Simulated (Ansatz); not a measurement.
Predict the output of the script below (the Python package of Ansatz (0.2.0)).

`brh.xyz`
```text
2

H     0.00000    0.00000    0.00000
Br    0.00000    0.00000    1.43500
```

`brh_cas.py`:
```python
import ansatz as az

BASIS_SET = "def2-SVP"


def main() -> None:
    geometry = az.Crystal.molecule_from_extxyz("brh.xyz")

    calc = geometry.calculation().basis(gaussian=BASIS_SET).correlation(active_electrons=2, active_orbitals=3)
    for method in ["sc_nevpt2"]:
        data = (calc if method is None else calc.correlation(method)).run(threads=1, backend="cpu").report
        space = data["configurations"]
        state = space["states"][0]
        print(method or "casscf", f"total {data['free_energy_ev'] / 27.211386246:.6f} Ha, active-space state {state['energy']['hartree']:.6f} Ha, mean field {data['reference_energy_ev'] / 27.211386246:.6f} Ha")
        print("  determinants", state["n_determinants"], " natural occupations", [round(n, 3) for n in space["natural_occupations"]])
    print("effectively unpaired electrons, sum of min(n, 2 - n):", round(sum(min(n, 2 - n) for n in space["natural_occupations"]), 3))


if __name__ == "__main__":
    main()
```

```console
$ python brh_cas.py
sc_nevpt2 total -2572.926876 Ha, active-space state -2572.705376 Ha, mean field -2572.684628 Ha
  determinants 9  natural occupations [1.969, 0.027, 0.004]
effectively unpaired electrons, sum of min(n, 2 - n): 0.061
```

Notes:
- Total energies depend on the basis set; only differences at equal settings carry meaning.
- The geometry is a force-field or estimated start, not a minimum of this method, and the basis set is short of its limit. The active space starts as a window about the frontier orbitals and is then optimised, not chosen by chemistry.
- Timing: 2.1 s on 1 thread of Arm Neoverse V1 (shared host), peak memory 0.15 GiB.
